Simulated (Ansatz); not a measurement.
# C2HClFIn: basis-set convergence

An exercise on one series of results from a longer session: the logs are not shown, and one member is left open.

Method: one geometry, several basis sets; program: Ansatz 0.2.0, Gaussian basis.

The runs, in order: PBE0-D4/def2-SVP; ωB97M-V/def2-SVP; PBE0-D4/def2-QZVPP; ωB97M-V/def2-QZVPP; the functionals' def2-TZVPP values are taken from earlier runs.

### The relaxed structure

The geometry comes from an earlier relaxation with PBE0-D4 in a triple-zeta def2 set; it is a stationary point. In takes the def2 core potential; no spin-orbit term is included.

6 atoms, charge 0, spin multiplicity 1.

Atoms are counted from 1 here; the program's logs count them from 0.

Bond lengths: C1–C2 1.206 Å, C1–H6 1.067 Å, C2–In3 2.048 Å, In3–F4 1.933 Å, In3–Cl5 2.293 Å. Angles: C2–C1–H6 179.8°, C1–C2–In3 179.4°, C2–In3–F4 120.7°, C2–In3–Cl5 127.6°, F4–In3–Cl5 111.7°.

The first run:

Input file in.yaml:

```yaml
crystal:
  periodic: [false, false, false]
  atoms:
    - {symbol: C, position_ang: [1.088289, 0.340342, 1.700771]}
    - {symbol: C, position_ang: [0.438877, 0.120069, 0.708687]}
    - {symbol: In, position_ang: [-0.655837, -0.235726, -0.984702]}
    - {symbol: F, position_ang: [-1.773649, -1.806590, -1.123714]}
    - {symbol: Cl, position_ang: [-0.759172, 1.049481, -2.880924]}
    - {symbol: H, position_ang: [1.661502, 0.532424, 2.579872]}
basis:
  gaussian: {orbitals: def2-SVP}
hamiltonian: {xc: pbe0, dispersion: d4}
output: {orbitals: {seedname: orbitals}}
```

Steps of the session up to this table: PBE0-D4 in def2-SVP; ωB97M-V in def2-SVP; PBE0-D4 in def2-QZVPP; ωB97M-V in def2-QZVPP.

One of the session's tables, all rows but one given; the rest of the session is left out.

It belongs to the step «Density functionals: the series». 

```
functional       basis  HOMO (eV)  LUMO (eV)
   PBE0-D4    def2-SVP      -8.90      -1.88
   PBE0-D4  def2-TZVPP      -8.96      -1.98
   PBE0-D4  def2-QZVPP          ?          ?
   ωB97M-V    def2-SVP     -11.15      -0.12
   ωB97M-V  def2-TZVPP     -11.23      -0.30
   ωB97M-V  def2-QZVPP     -11.25      -0.35
```

Q: Estimate the row for PBE0-D4, def2-QZVPP from the others.

**Answer.** HOMO (eV): -8.97; LUMO (eV): -2.00. In the column «HOMO (eV)» it lies between ωB97M-V, def2-SVP (-11.15) and PBE0-D4, def2-TZVPP (-8.96).
